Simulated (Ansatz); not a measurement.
# MnIr: the cost of one run

Method: DFT PBEsol, with the methods named in each step, in Ansatz 0.2.0.

1 further run of the same task is left out (it didn't finish).

## Step 1: The system as given

The structure is tetragonal, space group P4/mmm (No. 123). The conventional cell has a = 2.726 Å, b = 2.726 Å, c = 3.643 Å, α = 90.00°, β = 90.00°, γ = 90.00°. Mn (site symmetry 4/mmm) is surrounded by 8 Ir at 2.65 Å and 4 Mn at 2.73 Å. Ir (site symmetry 4/mmm) has 8 Mn at 2.65 Å and 4 Ir at 2.73 Å as nearest neighbours.

Coordinates:

```xyz
4
Lattice="2.7259 -2.7259 0.0000 2.7259 2.7259 0.0000 2.7259 0.0000 3.6430" Properties=species:S:1:pos:R:3 pbc="T T T"
Mn    4.0888   -1.3629    1.8215
Mn    4.0888    1.3629    1.8215
Ir    0.0000    0.0000    0.0000
Ir    2.7259    0.0000    0.0000
```

In patterns such as +-, the signs follow the magnetic atoms in the order of the input.

Atoms are numbered in the order of the input: Mn1, Mn2, Ir3, Ir4.

## Step 2: Parallel moments, PAW

File input.yaml:

```yaml
crystal:
  lattice:
    - [2.7258966415, -2.7258966415, 0.0]
    - [2.7258966415, 2.7258966415, 0.0]
    - [2.7258966415, 0.0, 3.643]
  atoms:
    - { symbol: Mn, position: [0.75, 0.25, 0.5], spin: 4.0 }
    - { symbol: Mn, position: [0.25, 0.75, 0.5], spin: 4.0 }
    - { symbol: Ir, position: [0.0, 0.0, 0.0] }
    - { symbol: Ir, position: [0.5, 0.5, 0.0] }
magnetization:
  spin_polarized: true
kpoints:
  mp_grid: { grid: [10, 10, 10] }
scf:
  occupations: { method: fermi_dirac, width: 0.03 }
  lower_state_search: "off"
hamiltonian:
  xc: pbesol
  pseudopotentials: { kind: paw }
output:
  forces: true
  stress: true
  eigenvalues: true
```

Run with:

```
$ ansatz run input.yaml --threads 2 --pin off --max-ram 6144MiB --backend cpu --events-out ev --progress --plain --runs-dir out
```

**Question.** How long does this run take on 2 threads of Arm Neoverse N1, shared host, and how much memory does it need?

About 4.9 min, with a peak of 1.5 GiB.
